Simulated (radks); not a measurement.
# Ar in [Ar]: an all-electron calculation

An exercise on one series of results from a longer session: the logs are not shown, and one member is left open.

Program: radks (a radial shooting solver on a logarithmic mesh, Libxc functionals) version 1. Level of theory: scalar-relativistic Kohn-Sham, PBE, spin-polarised, spherical densities, finite nucleus. These are calculated values, not measurements, unless marked.

**What is computed**

```
element            : argon (Z = 18)
charge             : 0
electrons          : 18
configuration      : [Ar]
nuclear rms radius : 3.4274 fm
```

The outer shells:

Ar
```
[Ne] core
3s [↑↓]
3p [↑↓][↑↓][↑↓]
```

Set-up of the first run:

The run's settings:

```text
Z 18
configuration [Ar] 4s0 3d0
relativity scalar-relativistic
functional pbe,pbe
spin polarised
nucleus finite rms 3.4274 fm
c 137.035999084
```

Launch:

```
$ python run_ks.py task.json out
```

All runs below come from this command, one after another.

One of the session's tables, all rows but one given; the rest of the session is left out.

It belongs to the step «Radial structure». From the orbitals of this run (lengths in bohr):

```
level      <r>  outermost maximum (interpolated)  90 % within  nodes
   1s  0.08573                            0.0561        0.153      0
   2s   0.4141                             0.339        0.646      1
   2p        ?                                 ?            ?      ?
   3s    1.406                              1.18         2.14      2
   3p    1.664                              1.29         2.65      1
```

Q: Estimate the row for 2p from the others.

The run gave: <r>: 0.3767; outermost maximum (interpolated): 0.281; 90 % within: 0.624; nodes: 0. In the column «<r>» it lies between 1s (0.08573) and 2s (0.4141).
